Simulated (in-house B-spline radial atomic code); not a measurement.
# Excited states and polarisability of Xe¹⁸⁺ by several methods

An exercise on one series of results from a longer session: the logs are not shown, and one member is left open.

Program: in-house B-spline radial atomic code version 1. Level of theory: linear response of a closed shell, each method with its own adiabatic kernel; spin-free one-electron X2C, finite nucleus; B-spline basis; no spin-orbit coupling, no double excitations; only terms of natural parity, (−1)^L, with L up to 3 are computed. These are calculated values, not measurements, unless marked.

### Starting point

| Quantity | Value |
| --- | --- |
| element | xenon (Z = 54) |
| charge | +18 |
| configuration | [Ar] 3d10 4s2 4p6 |
| runs | TDHF; PBE; PBE0; B97-1; LDA (VWN5); HSE06 |

Outer shells as boxes (Hund's rule):

Xe¹⁸⁺
```
[Ar] core
3d [↑↓][↑↓][↑↓][↑↓][↑↓]
4s [↑↓]
4p [↑↓][↑↓][↑↓]
```

Set-up of the first run:

The run's settings:

```ini
Z = 54
electrons = 36.0
configuration = [Ar] 3d10 4s2 4p6
hamiltonian = x2c
method = hf
box_radius = 6.14
rms_radius = 4.7859
intervals = 66
```

On the command line:

```console
$ python run_td.py task.json out
```

task.json lists these runs, among others, and the program works through them in turn.

Steps of the session up to this table: TDHF.

One table of the session follows, with a row left open; its other results are not shown here.

It belongs to the step «TDHF». The states in eV; those that feel the box are left out:

| state | full (eV) | Tamm-Dancoff (eV) |
| --- | --- | --- |
| 4p→4d ³P | 86.020 | 86.208 |
| 4p→4d ³F | 87.691 | 88.318 |
| 4p→4d ¹F | 93.887 | 94.020 |
| 4p→4d ¹P | 112.22 | 115.38 |
| 4s→4d ³D | ? | ? |
| 4s→4d ¹D | 167.43 | 167.66 |
| 4p→4f ³D | 193.19 | 193.22 |
| 4p→4f ¹D | 201.24 | 201.58 |
| 4p→5s ³P | 228.24 | 228.26 |
| 4p→5s ¹P | 230.04 | 230.08 |
| 4p→5p ³S | 250.30 | 250.34 |
| 4p→5p ³D | 254.28 | 254.30 |
| 4p→5p ¹D | 255.56 | 255.58 |
| 4p→5p ¹S | 261.09 | 261.43 |

**Question.** Estimate the row for 4s→4d ³D.

As computed: full (eV): 157.68; Tamm-Dancoff (eV): 157.80. In the column «full (eV)» it lies between 4p→4d ¹P (112.22) and 4s→4d ¹D (167.43).
